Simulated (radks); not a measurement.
# Xe³¹⁺ in [Ar] 3d4.5 4p0.5: an all-electron calculation

One table from this session's results is given with a row withheld; the runs are named, their logs left out.

The numbers are computed with radks (a radial shooting solver on a logarithmic mesh, Libxc functionals) version 1 (scalar-relativistic Kohn-Sham, SCAN, spin-unpolarised, spherical densities, finite nucleus), except any that are marked as measured or tabulated.

## The atom as given

```
element            : xenon (Z = 54)
charge             : +31
electrons          : 23
configuration      : [Ar] 3d4.5 4p0.5
nuclear rms radius : 4.7859 fm
```

Set-up of the first run:

Input:

```text
Z 54
configuration [Ar] 3d4.5 4p0.5 4s0 4d0
relativity scalar-relativistic
functional scan,scan
spin unpolarised
nucleus finite rms 4.7859 fm
c 137.035999084
```

One of the session's tables, all rows but one given; the rest of the session is left out.

It belongs to the step «Shells». Sizes of the orbitals, from the radial functions (bohr):

| level | <r> | outermost maximum (interpolated) | 90 % within | nodes |
| --- | --- | --- | --- | --- |
| 1s | 0.02666 | 0.0172 | 0.0480 | 0 |
| 2s | 0.1139 | 0.0966 | 0.176 | 1 |
| 2p | 0.09966 | 0.0776 | 0.162 | 0 |
| 3s | 0.2895 | 0.270 | 0.422 | 2 |
| 3p | 0.2840 | 0.262 | 0.422 | 1 |
| 3d | 0.2550 | 0.212 | 0.393 | 0 |
| 4s | ? | ? | ? | ? |
| 4p | 0.5811 | 0.576 | 0.825 | 2 |
| 4d | 0.5711 | 0.561 | 0.828 | 1 |

Estimate the missing values for 4s.

As computed: <r>: 0.5743; outermost maximum (interpolated): 0.569; 90 % within: 0.808; nodes: 3. In the column «<r>» it lies between 4d (0.5711) and 4p (0.5811).
